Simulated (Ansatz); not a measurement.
Predict the output of the script below (the Ansatz DFT code, driven from Python).

`states_c2h5sn.py`
```python
# -*- coding: utf-8 -*-
import warnings

import ansatz as az
from ase import Atoms
import numpy as np

BASIS_SET = "def2-SVP"
FUNCTIONAL = "pbe0"

warnings.simplefilter("ignore", az.DeckWarning)

atoms = Atoms(["C", "C", "Sn", "H", "H", "H", "H", "H"], positions=[
    (-0.7929, 0.8198, -0.5482),
    (-0.0248, 0.6842, 0.4727),
    (1.0221, -1.1268, 0.6833),
    (-0.8965, 0.0943, -1.3055),
    (-1.3862, 1.7885, -0.6855),
    (0.103, 1.4887, 1.2103),
    (2.1061, -1.3651, -0.6981),
    (-0.0386, -2.4406, 0.8152),
])
system = az.Crystal.molecule_from_ase(atoms)
symbols = [site.symbol for site in system.cartesian_sites]

start = np.array([site.position_ang for site in system.cartesian_sites])
for factor in [1.0, 1.3]:
    xyz = (start - start.mean(axis=0)) * factor
    scaled = az.Crystal.molecule()
    for symbol, place in zip(symbols, xyz):
        scaled = scaled.atom(symbol, place.tolist())
    calc = (
        scaled.calculation()
        .basis(gaussian=BASIS_SET)
        .functional(FUNCTIONAL)
        .spin("collinear", total=1)
    )
    for search in ("off", "standard"):
        try:
            r = calc.scf(lower_state_search=search).run(threads=1).report
        except az.AnsatzError as error:
            print(f"x{factor} search {search}: {type(error).__name__}")
            continue
        state = r["mean_field"]["state"]
        print(f"all distances x{factor}, search {search:8s} E = {r['free_energy_ev']:.5f} eV  <S^2> = {abs(state['spin_squared']):.3f}  other states met: {len(r['mean_field']['others'])}")
```

Output of `python states_c2h5sn.py`:
```text
all distances x1.0, search off      E = -7980.07808 eV  <S^2> = 0.751  other states met: 0
all distances x1.0, search standard E = -7980.07808 eV  <S^2> = 0.751  other states met: 0
all distances x1.3, search off      E = -7972.26392 eV  <S^2> = 1.031  other states met: 0
all distances x1.3, search standard E = -7972.26392 eV  <S^2> = 1.031  other states met: 4
```

What to keep in mind:
- Total energies depend on the basis set; only differences at equal settings carry meaning.
- The count of other states can hold repeated and symmetry-equivalent ends of the search; scaling all distances is a test, and for more than two atoms no physical path.
- The geometry comes from a force field and isn't relaxed at this level.
- def2 sets replace the cores of elements past krypton by effective core potentials.
- The run takes the species as open-shell (spin multiplicity 2), which needn't be its ground state.
- The expectation value of S² is noticeably off S(S+1) in at least one run, so that state is spin-contaminated.
- Wall time of the script: 21 s on 1 thread of Arm Neoverse V1, on a shared host, peak memory 0.27 GiB.
